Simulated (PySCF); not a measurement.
# Towards the basis-set limit for HfO

The task here is to estimate one member of a computed series from the others.

Method: CCSD(T) on RHF, scalar-relativistic core potentials; program: PySCF 2.14.0.

The first run:

| Item | Value |
| --- | --- |
| molecule | HfO |
| state | singlet, unpaired electrons none |
| smaller basis | Hf cc-pVTZ-PP with ECP60, O cc-pVTZ |
| larger basis | Hf cc-pVQZ-PP with ECP60, O cc-pVQZ |
| frozen core orbitals | 5 |
| extrapolation | correlation as n⁻³ (n = 3, 4), Hartree–Fock as (n+1)·exp(−9√n) |
| corrections | core–valence correlation |
| distances (Å) | 1.5163, 1.5852, 1.6541, 1.7230, 1.7920, 1.8781, 1.9643 |
| masses (u) | 179.9465, 15.9949 |
| dissociation limit | Hf + O |

Command:

```
$ OMP_NUM_THREADS=4 python comp.py task.json out
```

Steps of the session up to this table: Coupled cluster at each distance.

One table of the session follows, with a row left open; its other results are not shown here.

It belongs to the step «Coupled cluster at each distance». Parts of the energy along the bond, in eV from Hf + O:

| R (Å) | HF/CBS | CCSD corr. | (T) | core–valence |
| --- | --- | --- | --- | --- |
| 1.5163 | -3.720 | -2.857 | -0.3259 | -0.3977 |
| 1.5852 | -4.531 | -3.001 | -0.3666 | -0.3144 |
| 1.6541 | -4.888 | -3.143 | -0.4092 | -0.2357 |
| 1.7230 | ? | ? | ? | ? |
| 1.7920 | -4.673 | -3.409 | -0.5025 | -0.1074 |
| 1.8781 | -4.139 | -3.561 | -0.5684 | -0.0515 |
| 1.9643 | -3.427 | -3.702 | -0.6427 | -0.0118 |

Estimate the missing values for R (Å) = 1.7230.

Worked estimate for «HF/CBS». A straight line through the neighbours (1.6541, -4.888) and (1.7920, -4.673) gives -4.888 + (-4.673 + 4.888) × (1.7230 − 1.6541) / (1.7920 − 1.6541) = -4.781; a parabola fitted to 4 rows on both sides gives -4.900.

**Answer.** HF/CBS: -4.905; CCSD corr.: -3.279; (T): -0.4543; core–valence: -0.1658. In «HF/CBS» the line misses by +0.124 and the parabola by +0.005.
